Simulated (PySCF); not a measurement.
# SiAlCl2H3 in PySCF: notebook

Aim: see how the results for SiAlCl2H3 move with the level of theory and the settings. Levels: PBE, TPSS+D3, RPBE, B3PW91+D4. Tasks: atomic charges.

Everything below comes from runs of PySCF 2.14.0. Logs are shortened: lines on timing, memory, paths and dates and some standing lists are left out, and cuts for length are marked.

## (1) Starting point

The cell holds a molecule in a box, 7 atoms: a = 13.000 Å, b = 14.000 Å, c = 12.000 Å, α = 90.00°, β = 90.00°, γ = 90.00°.

## (2) Atomic charges, PBE

The input, run.py:

```python
import json
import numpy as np
from pyscf.pbc import gto, scf, dft, df

cell = gto.Cell()
cell.basis = '6-31g*'
cell.fromfile('AlSiH3Cl2.xyz')
cell.exp_to_discard = 0
cell.precision = 1e-08
cell.max_memory = 2520  # MB
cell.verbose = 4
cell.build()

res = {}
kpts = cell.make_kpts([1, 1, 1])
mf = dft.KRKS(cell, kpts, xc='pbe')
mf = mf.density_fit()
mf.with_df._cderi_to_save = 'cderi.h5'
mf.with_df.build(j_only=False)
mf.conv_tol = 1e-07
mf.max_cycle = 60

mf.kernel()
res.update(converged=bool(mf.converged), e_tot=mf.e_tot, nelec=cell.nelectron, nao=cell.nao, mesh=list(map(int, cell.mesh)), a=cell.lattice_vectors().tolist(), coords=cell.atom_coords().tolist(),
           mo_energy=[np.real(x).tolist() for x in mf.mo_energy], mo_occ=[np.real(x).tolist() for x in mf.mo_occ])
res.update(kpts=cell.get_scaled_kpts(kpts).tolist())
res['parts'] = {k: float(np.real(v)) for k, v in mf.scf_summary.items() if np.isscalar(v)}
json.dump(res, open('results.json', 'w'))
if not mf.converged:
    raise SystemExit('SCF not converged')

print('levels (eV)')
for i, kp in enumerate(res['kpts'][:40]):
    print('k %7.4f %7.4f %7.4f  ' % tuple(kp), ' '.join('%.3f' % (x * 27.211386) for x in res['mo_energy'][i][:37]))

# Mulliken populations
dm, s = np.asarray(mf.make_rdm1()), np.asarray(mf.get_ovlp())
sites = cell.aoslice_by_atom()[:, 2:]
tot = np.einsum('kij,kji->i', dm, s).real / len(kpts)
res['mulliken'] = [cell.atom_charge(i) - tot[a0:a1].sum() for i, (a0, a1) in enumerate(sites)]
print('Mulliken charges', np.round(res['mulliken'], 5))
res['meta_lowdin'] = mf.mulliken_meta()[1].tolist()

# density on a uniform mesh
grids = dft.gen_grid.UniformGrids(cell)
grids.mesh = [67, 71, 61]
grids.build()
ni = dft.numint.KNumInt()
rho = [ni.get_rho(cell, x, grids, kpts) for x in [dm]]
np.save('rho.npy', np.reshape(rho, (-1, *grids.mesh)))
res['done'] = True
json.dump(res, open('results.json', 'w'))
```

The input, AlSiH3Cl2.xyz:

```xyz
7
Lattice="13.0000000000 0.0000000000 0.0000000000 0.0000000000 14.0000000000 0.0000000000 0.0000000000 0.0000000000 12.0000000000" Properties=species:S:1:pos:R:3 pbc="T T T"
Si     5.7879000400      8.6124999800      5.6319500400
Al     6.7205000200      6.4403999800      6.2065500000
Cl     8.5128999800      6.2941999400      7.2735500400
Cl     5.7906000100      4.6480999600      5.6649500400
H      4.5131000200      8.4665999600      4.8817500000
H      5.5348000500      9.3939000400      6.8728500000
H      6.7603000400      9.3660000000      4.7944500000
```

Potentials or basis: 6-31g* (all-electron).

Started as:

```console
> OMP_NUM_THREADS=2 python -u run.py > log
```

Log:

```text
Discarded 0 diffused primitive functions, 0 contracted functions

******** <class 'pyscf.pbc.df.df.GDF'> ********
auxbasis = None
exp_to_discard = 0
len(kpts) = 1
Default auxbasis cc-pvdz-jkfit is used for H 6-31g*
Default auxbasis cc-pvdz-jkfit is used for Cl 6-31g*
Default auxbasis cc-pvdz-jkfit is used for Al 6-31g*
Default auxbasis cc-pvdz-jkfit is used for Si 6-31g*
Drop 0 primitive fitting functions
make aux basis, num shells = 171, num cGTOs = 517
auxcell.rcut 19.484946550102375

******** <class 'pyscf.pbc.df.rsdf_builder._RSGDFBuilder'> ********
mesh = [31 35 29] (31465 PWs)
ke_cutoff = 7.359152801859589
omega = 0.33845485684555676
exclude_d_aux = True
exclude_dd_block = True
j2c_eig_always = False
has_long_range = True

******** <class 'pyscf.pbc.dft.krks.KRKS'> ********
method = KRKS
initial guess = minao
damping factor = 0
level_shift factor = 0
DIIS = <class 'pyscf.scf.diis.CDIIS'>
diis_start_cycle = 1
diis_space = 8
diis_damp = 0
SCF conv_tol = 1e-07
SCF conv_tol_grad = None
SCF max_cycles = 60
direct_scf = True
direct_scf_tol = 1e-13

******** PBC SCF flags ********
N kpts = 1
Exchange divergence treatment (exxdiv) = ewald
    madelung (= occupied orbital energy shift) = 0.11502128564089273
    Total energy shift due to Ewald probe charge = -1/2 * Nelec*madelung = -3.68068114051
DF object = <pyscf.pbc.df.df.GDF object>
XC functionals = pbe
small_rho_cutoff = 0
radial grids:
    Treutler-Ahlrichs [JCP 102, 346 (1995); DOI:10.1063/1.469408] (M4) radial grids

becke partition: Becke, JCP 88, 2547 (1988); DOI:10.1063/1.454033
pruning grids: <function nwchem_prune>
grids dens level: 3
symmetrized grids: False
atomic radii adjust function: <function treutler_atomic_radii_adjust>
Set gradient conv threshold to 0.000316228

******** <class 'pyscf.pbc.df.rsdf_builder._RSNucBuilder'> ********
mesh = [47 51 43] (103071 PWs)
ke_cutoff = 16.92809565338868
omega = 0.5174598520920043
exclude_d_aux = False
exclude_dd_block = True
j2c_eig_always = False
has_long_range = True
tot grids = 105543
cell vol = 14738.3625  sum(weights) = 14795.8234
nelec by numeric integration = 63.990092433097225
init E= -1453.55936587657
  HOMO = -0.267702592375  LUMO = -0.0753429486494  gap/eV = 5.23437
nelec by numeric integration = 64.00000215618564
cycle= 1 E= -1453.46100362173  delta_E= 0.0984  |g|= 0.367  |ddm|= 2.47
  HOMO = -0.217625173479  LUMO = -0.0872449943814  gap/eV = 3.54783
nelec by numeric integration = 64.00000234683101
cycle= 2 E= -1453.37833841503  delta_E= 0.0827  |g|= 0.624  |ddm|= 1.41
  HOMO = -0.238486573936  LUMO = -0.0703847333441  gap/eV = 4.57428
nelec by numeric integration = 64.00000221217185
cycle= 3 E= -1453.50867754143  delta_E= -0.13  |g|= 0.0533  |ddm|= 0.919
  HOMO = -0.248565292213  LUMO = -0.0772052348008  gap/eV = 4.66294
nelec by numeric integration = 64.00000219098487
cycle= 4 E= -1453.50970730537  delta_E= -0.00103  |g|= 0.0141  |ddm|= 0.107
  HOMO = -0.247288611436  LUMO = -0.0764589132837  gap/eV = 4.64851
nelec by numeric integration = 64.00000219103359
cycle= 5 E= -1453.50977263672  delta_E= -6.53e-05  |g|= 0.00241  |ddm|= 0.0204
  HOMO = -0.247387603597  LUMO = -0.0765561614343  gap/eV = 4.64856
nelec by numeric integration = 64.00000219164161
cycle= 6 E= -1453.50977490658  delta_E= -2.27e-06  |g|= 0.000612  |ddm|= 0.00458
  HOMO = -0.247304868616  LUMO = -0.0764917960296  gap/eV = 4.64806
nelec by numeric integration = 64.0000021920082
cycle= 7 E= -1453.50977505261  delta_E= -1.46e-07  |g|= 0.000215  |ddm|= 0.00118
  HOMO = -0.24729809139  LUMO = -0.0764838368673  gap/eV = 4.64809
nelec by numeric integration = 64.00000219200591
cycle= 8 E= -1453.50977506828  delta_E= -1.57e-08  |g|= 5.44e-05  |ddm|= 0.000393
  HOMO = -0.24730815156  LUMO = -0.0764901298533  gap/eV = 4.64820
nelec by numeric integration = 64.0000021919536
Extra cycle  E= -1453.50977506734  delta_E= 9.42e-10  |g|= 7.55e-05  |ddm|= 0.000203
converged SCF energy = -1453.50977506734
levels (eV)
k  0.0000  0.0000  0.0000   -2738.553 -2738.553 -1779.377 -1508.274 -249.161 -249.160 -189.857 -189.856 -189.746 -189.746 -189.715 -189.714 -137.248 -108.135 -93.993 -93.985 -93.982 -70.220 -70.094 -70.027 -20.046 -19.748 -13.187 -10.478 -9.048 -8.478 -8.386 -8.157 -8.013 -7.609 -7.344 -6.730 -2.081 -1.091 -0.325 1.363 1.558
Mulliken charges [-0.01727  0.42291 -0.1895  -0.18797 -0.00996 -0.00909 -0.00912]
 ** Mulliken pop on meta-lowdin orthogonal AOs **
 ** Mulliken pop  **
pop of  0 Si 1s           2.00000
pop of  0 Si 2s           1.99977
pop of  0 Si 3s           1.13795
pop of  0 Si 4s           0.00395
pop of  0 Si 2px          1.99982
pop of  0 Si 2py          1.99981
pop of  0 Si 2pz          1.99983
pop of  0 Si 3px          0.88891
pop of  0 Si 3py          0.96449
pop of  0 Si 3pz          0.88116
pop of  0 Si 4px          0.00992
pop of  0 Si 4py          0.00791
pop of  0 Si 4pz          0.00975
pop of  0 Si 3dxy         0.00390
pop of  0 Si 3dyz         0.00561
pop of  0 Si 3dz^2        0.00342
pop of  0 Si 3dxz         0.00766
pop of  0 Si 3dx2-y2      0.00441
pop of  1 Al 1s           1.99999
pop of  1 Al 2s           1.99969
pop of  1 Al 3s           0.91743
pop of  1 Al 4s           0.01214
pop of  1 Al 2px          1.99976
pop of  1 Al 2py          1.99977
pop of  1 Al 2pz          1.99977
pop of  1 Al 3px          0.44137
pop of  1 Al 3py          0.60765
pop of  1 Al 3pz          0.34568
pop of  1 Al 4px          0.01486
pop of  1 Al 4py          0.02055
pop of  1 Al 4pz          0.00682
pop of  1 Al 3dxy         0.01121
pop of  1 Al 3dyz         0.00674
pop of  1 Al 3dz^2        0.00573
pop of  1 Al 3dxz         0.00625
pop of  1 Al 3dx2-y2      0.01058
pop of  2 Cl 1s           2.00000
pop of  2 Cl 2s           1.99981
pop of  2 Cl 3s           1.83358
pop of  2 Cl 4s           0.00235
pop of  2 Cl 2px          1.99991
pop of  2 Cl 2py          1.99993
pop of  2 Cl 2pz          1.99992
pop of  2 Cl 3px          1.71439
pop of  2 Cl 3py          1.90674
pop of  2 Cl 3pz          1.80565
pop of  2 Cl 4px          0.00189
pop of  2 Cl 4py          0.00173
pop of  2 Cl 4pz          0.00092
pop of  2 Cl 3dxy         0.00111
pop of  2 Cl 3dyz         0.00040
pop of  2 Cl 3dz^2        0.00091
pop of  2 Cl 3dxz         0.00357
pop of  2 Cl 3dx2-y2      0.00266
pop of  3 Cl 1s           2.00000
pop of  3 Cl 2s           1.99980
pop of  3 Cl 3s           1.83326
pop of  3 Cl 4s           0.00237
pop of  3 Cl 2px          1.99993
pop of  3 Cl 2py          1.99991
pop of  3 Cl 2pz          1.99993
pop of  3 Cl 3px          1.84264
pop of  3 Cl 3py          1.73224
pop of  3 Cl 3pz          1.85062
pop of  3 Cl 4px          0.00134
pop of  3 Cl 4py          0.00249
pop of  3 Cl 4pz          0.00073
pop of  3 Cl 3dxy         0.00306
pop of  3 Cl 3dyz         0.00177
pop of  3 Cl 3dz^2        0.00116
pop of  3 Cl 3dxz         0.00051
pop of  3 Cl 3dx2-y2      0.00218
pop of  4 H 1s            1.03722
pop of  4 H 2s            0.00291
pop of  5 H 1s            1.03526
pop of  5 H 2s            0.00281
pop of  6 H 1s            1.03531
pop of  6 H 2s            0.00281
 ** Mulliken atomic charges  **
charge of    0Si =      0.07172
charge of    1Al =      0.59402
charge of    2Cl =     -0.27548
charge of    3Cl =     -0.27394
charge of    4H =     -0.04013
charge of    5H =     -0.03807
charge of    6H =     -0.03812
```

Wall time 48 s (2 threads of Intel Xeon at 2.70GHz, shared host); peak memory 1.9 GiB.

What came out:

| Property | Result |
| --- | --- |
| Free energy | -39552.0159 eV |
| Gap between the frontier levels | 4.65 eV |
| Meta-löwdin charges | Si +0.07; Al +0.59; Cl -0.28, -0.27; H -0.04 e |

Levels at points of the mesh, in eV from the valence-band top:
```
           k point  band 30  band 31  band 32  band 33  band 34  band 35
(0.00, 0.00, 0.00)    -0.88    -0.61     0.00     4.65     5.64     6.40
```

Caveat: this is a molecule in a periodic box at the Γ point, so its band gap is the HOMO-LUMO gap; population charges move with the basis; the basis of atomic orbitals isn't converged, which shifts pressures, moduli and gaps.

## (3) Atomic charges, TPSS+D3

run.py: that of step 2 with these lines changed.

```diff
@@ -14,7 +14,11 @@
 res = {}
+from pyscf.dispersion import dftd3
+d = dftd3.DFTD3Dispersion(cell, xc='tpss', version='d3zero', atm=False).get_dispersion(grad=True)
+print('dispersion energy = %.10f' % d['energy'])
+res['e_disp'] = float(d['energy'])
+
 kpts = cell.make_kpts([1, 1, 1])
-mf = dft.KRKS(cell, kpts, xc='pbe')
+mf = dft.KRKS(cell, kpts, xc='tpss')
 mf = mf.density_fit()
-mf.with_df._cderi_to_save = 'cderi.h5'
-mf.with_df.build(j_only=False)
+mf.with_df._cderi = 'cderi.h5'  # three-centre integrals saved by an earlier run on this cell, basis and mesh
 mf.conv_tol = 1e-07
@@ -42,10 +46,2 @@
 res['meta_lowdin'] = mf.mulliken_meta()[1].tolist()
-
-# density on a uniform mesh
-grids = dft.gen_grid.UniformGrids(cell)
-grids.mesh = [67, 71, 61]
-grids.build()
-ni = dft.numint.KNumInt()
-rho = [ni.get_rho(cell, x, grids, kpts) for x in [dm]]
-np.save('rho.npy', np.reshape(rho, (-1, *grids.mesh)))
 res['done'] = True
```

AlSiH3Cl2.xyz is that of step 2.

Potentials or basis: 6-31g* (all-electron).

Started as:

```console
> OMP_NUM_THREADS=2 python -u run.py > log
```

Wall time 19 s (2 threads of Intel Xeon at 2.70GHz, shared host); peak memory 1.9 GiB.

Results (log left out):

* Free energy: -39572.9385 eV
* Gap between the frontier levels: 4.89 eV
* Meta-löwdin charges: Si +0.14; Al +0.62; Cl -0.29; H -0.06 e
* Dispersion energy per atom: -0.015 eV

Levels at points of the mesh, in eV from the valence-band top:
| k point | band 29 | band 30 | band 31 | band 32 | band 33 | band 34 |
| --- | --- | --- | --- | --- | --- | --- |
| (0.00, 0.00, 0.00) | -1.28 | -0.87 | -0.60 | 0.00 | 4.89 | 6.01 |

Caveat: this is a molecule in a periodic box at the Γ point, so its band gap is the HOMO-LUMO gap; the energy listed adds the dispersion energy to the SCF energy of the log; population charges move with the basis; the basis of atomic orbitals isn't converged, which shifts pressures, moduli and gaps.

## (4) Atomic charges, RPBE

run.py: that of step 3 with these lines changed.

```diff
@@ -14,9 +14,4 @@
 res = {}
-from pyscf.dispersion import dftd3
-d = dftd3.DFTD3Dispersion(cell, xc='tpss', version='d3zero', atm=False).get_dispersion(grad=True)
-print('dispersion energy = %.10f' % d['energy'])
-res['e_disp'] = float(d['energy'])
-
 kpts = cell.make_kpts([1, 1, 1])
-mf = dft.KRKS(cell, kpts, xc='tpss')
+mf = dft.KRKS(cell, kpts, xc='GGA_X_RPBE,GGA_C_PBE')
 mf = mf.density_fit()
```

AlSiH3Cl2.xyz is that of step 3.

Started as:

```console
> OMP_NUM_THREADS=2 python -u run.py > log
```

Wall time 22 s (2 threads of Intel Xeon at 2.70GHz, shared host); peak memory 1.9 GiB.

The run converged. Its results:

| Property | Result |
| --- | --- |
| Free energy | -39566.4526 eV |
| Gap between the frontier levels | 4.69 eV |
| Meta-löwdin charges | Si +0.09; Al +0.61; Cl -0.28; H -0.05 e |

Levels at points of the mesh, in eV from the valence-band top:
```csv
k point,band 28,band 29,band 30,band 31,band 32,band 33,band 34,band 35
"(0.00, 0.00, 0.00)",-1.41,-1.27,-0.87,-0.61,0.00,4.69,5.70,6.43
```

Caveat: this is a molecule in a periodic box at the Γ point, so its band gap is the HOMO-LUMO gap; population charges move with the basis; the basis of atomic orbitals isn't converged, which shifts pressures, moduli and gaps.

## (5) Atomic charges, B3PW91+D4

run.py: that of step 4 with these lines changed.

```diff
@@ -14,4 +14,9 @@
 res = {}
+from pyscf.dispersion import dftd4
+d = dftd4.DFTD4Dispersion(cell, xc='b3pw91', atm=True).get_dispersion(grad=True)
+print('dispersion energy = %.10f' % d['energy'])
+res['e_disp'] = float(d['energy'])
+
 kpts = cell.make_kpts([1, 1, 1])
-mf = dft.KRKS(cell, kpts, xc='GGA_X_RPBE,GGA_C_PBE')
+mf = dft.KRKS(cell, kpts, xc='b3pw91', exxdiv='ewald')
 mf = mf.density_fit()
```

AlSiH3Cl2.xyz is that of step 4.

Potentials or basis: 6-31g* (all-electron).

Started as:

```console
> OMP_NUM_THREADS=2 python -u run.py > log
```

Log:

```text
Discarded 0 diffused primitive functions, 0 contracted functions
dispersion energy = -0.0100379124

******** <class 'pyscf.pbc.dft.krks.KRKS'> ********
method = KRKS
initial guess = minao
damping factor = 0
level_shift factor = 0
DIIS = <class 'pyscf.scf.diis.CDIIS'>
diis_start_cycle = 1
diis_space = 8
diis_damp = 0
SCF conv_tol = 1e-07
SCF conv_tol_grad = None
SCF max_cycles = 60
direct_scf = True
direct_scf_tol = 1e-13

******** PBC SCF flags ********
N kpts = 1
Exchange divergence treatment (exxdiv) = ewald
    madelung (= occupied orbital energy shift) = 0.11502128564089273
    Total energy shift due to Ewald probe charge = -1/2 * Nelec*madelung = -3.68068114051
DF object = <pyscf.pbc.df.df.GDF object>
XC functionals = b3pw91
small_rho_cutoff = 0
radial grids:
    Treutler-Ahlrichs [JCP 102, 346 (1995); DOI:10.1063/1.469408] (M4) radial grids

becke partition: Becke, JCP 88, 2547 (1988); DOI:10.1063/1.454033
pruning grids: <function nwchem_prune>
grids dens level: 3
symmetrized grids: False
atomic radii adjust function: <function treutler_atomic_radii_adjust>
Set gradient conv threshold to 0.000316228

******** <class 'pyscf.pbc.df.rsdf_builder._RSNucBuilder'> ********
mesh = [47 51 43] (103071 PWs)
ke_cutoff = 16.92809565338868
omega = 0.5174598520920043
exclude_d_aux = False
exclude_dd_block = True
j2c_eig_always = False
has_long_range = True
tot grids = 105543
cell vol = 14738.3625  sum(weights) = 14795.8234
nelec by numeric integration = 63.990092433097225
init E= -1454.08281915877
  HOMO = -0.280851905209  LUMO = -0.0611439665689  gap/eV = 5.97856
nelec by numeric integration = 64.00000219908715
cycle= 1 E= -1454.00908936249  delta_E= 0.0737  |g|= 0.349  |ddm|= 2.39
  HOMO = -0.266974015178  LUMO = -0.074845061086  gap/eV = 5.22810
nelec by numeric integration = 64.00000211316778
cycle= 2 E= -1453.98726968163  delta_E= 0.0218  |g|= 0.443  |ddm|= 1.15
  HOMO = -0.280114945349  LUMO = -0.0534982763776  gap/eV = 6.16655
nelec by numeric integration = 64.00000209818492
cycle= 3 E= -1454.05249770987  delta_E= -0.0652  |g|= 0.023  |ddm|= 0.638
  HOMO = -0.284828959749  LUMO = -0.0565690872163  gap/eV = 6.21127
nelec by numeric integration = 64.00000209391644
cycle= 4 E= -1454.05264754037  delta_E= -0.00015  |g|= 0.00778  |ddm|= 0.0407
  HOMO = -0.283703797029  LUMO = -0.0554512441577  gap/eV = 6.21107
nelec by numeric integration = 64.00000209071423
cycle= 5 E= -1454.0526664473  delta_E= -1.89e-05  |g|= 0.000753  |ddm|= 0.0118
  HOMO = -0.28370252063  LUMO = -0.0555321457572  gap/eV = 6.20883
nelec by numeric integration = 64.00000209092659
cycle= 6 E= -1454.05266668235  delta_E= -2.35e-07  |g|= 0.000233  |ddm|= 0.00186
  HOMO = -0.283707898019  LUMO = -0.0555153627551  gap/eV = 6.20944
nelec by numeric integration = 64.00000209077496
cycle= 7 E= -1454.05266670392  delta_E= -2.16e-08  |g|= 4.63e-05  |ddm|= 0.000446
  HOMO = -0.283700616755  LUMO = -0.0555123545737  gap/eV = 6.20932
nelec by numeric integration = 64.00000209076478
Extra cycle  E= -1454.05266670403  delta_E= -1.1e-10  |g|= 4.36e-05  |ddm|= 0.000132
converged SCF energy = -1454.05266670403
levels (eV)
k  0.0000  0.0000  0.0000   -2761.558 -2761.555 -1798.085 -1525.604 -256.952 -256.949 -195.876 -195.873 -195.777 -195.775 -195.752 -195.748 -143.405 -113.804 -98.597 -98.594 -98.591 -74.398 -74.285 -74.219 -22.177 -21.861 -14.721 -11.772 -10.269 -9.640 -9.551 -9.387 -9.213 -8.802 -8.543 -7.720 -1.511 -0.440 0.317 2.084 2.261
Mulliken charges [ 0.05568  0.51268 -0.22894 -0.22738 -0.03752 -0.03723 -0.03728]
 ** Mulliken pop on meta-lowdin orthogonal AOs **
 ** Mulliken pop  **
pop of  0 Si 1s           2.00000
pop of  0 Si 2s           1.99984
pop of  0 Si 3s           1.12444
pop of  0 Si 4s           0.00398
pop of  0 Si 2px          1.99989
pop of  0 Si 2py          1.99988
pop of  0 Si 2pz          1.99989
pop of  0 Si 3px          0.87614
pop of  0 Si 3py          0.95625
pop of  0 Si 3pz          0.86804
pop of  0 Si 4px          0.01124
pop of  0 Si 4py          0.00911
pop of  0 Si 4pz          0.01101
pop of  0 Si 3dxy         0.00459
pop of  0 Si 3dyz         0.00647
pop of  0 Si 3dz^2        0.00400
pop of  0 Si 3dxz         0.00877
pop of  0 Si 3dx2-y2      0.00515
pop of  1 Al 1s           1.99999
pop of  1 Al 2s           1.99969
pop of  1 Al 3s           0.89743
pop of  1 Al 4s           0.01258
[... 38 lines left out ...]
pop of  3 Cl 2pz          1.99995
pop of  3 Cl 3px          1.85060
pop of  3 Cl 3py          1.73827
pop of  3 Cl 3pz          1.86159
pop of  3 Cl 4px          0.00139
pop of  3 Cl 4py          0.00250
pop of  3 Cl 4pz          0.00071
pop of  3 Cl 3dxy         0.00327
pop of  3 Cl 3dyz         0.00188
pop of  3 Cl 3dz^2        0.00123
pop of  3 Cl 3dxz         0.00053
pop of  3 Cl 3dx2-y2      0.00226
pop of  4 H 1s            1.05068
pop of  4 H 2s            0.00256
pop of  5 H 1s            1.04930
pop of  5 H 2s            0.00246
pop of  6 H 1s            1.04938
pop of  6 H 2s            0.00245
 ** Mulliken atomic charges  **
charge of    0Si =      0.11130
charge of    1Al =      0.63948
charge of    2Cl =     -0.29775
charge of    3Cl =     -0.29618
charge of    4H =     -0.05325
charge of    5H =     -0.05176
charge of    6H =     -0.05183
```

It took 20 s on 2 threads of Intel Xeon at 2.70GHz, shared host; peak memory 1.9 GiB.

Results:

- Free energy: -39567.0619 eV
- Gap between the frontier levels: 6.21 eV
- Meta-löwdin charges: Si +0.11; Al +0.64; Cl -0.30; H -0.05 e
- Dispersion energy per atom: -0.039 eV

Caveat: this is a molecule in a periodic box at the Γ point, so its band gap is the HOMO-LUMO gap; the energy listed adds the dispersion energy to the SCF energy of the log; population charges move with the basis; the basis of atomic orbitals isn't converged, which shifts pressures, moduli and gaps.

## (6) Summary

```csv
level,three-body dispersion term,three-centre integrals,exxdiv,gap on the mesh (eV)
PBE,-,-,-,4.65
TPSS+D3,no,read from an earlier run's file,-,4.89
RPBE,-,read from an earlier run's file,-,4.69
B3PW91+D4,yes,read from an earlier run's file,ewald,6.21
```

Alike in all rows: task atomic charges; potentials or basis 6-31g* (all-electron); no spin polarisation; cell as given; k mesh 1 × 1 × 1; smearing fixed.

Caveats: this is a molecule in a periodic box at the Γ point, so its band gap is the HOMO-LUMO gap; the basis of atomic orbitals isn't converged, which shifts pressures, moduli and gaps.

Total energies depend on the potentials used, so only differences within one code and one set of settings carry meaning.
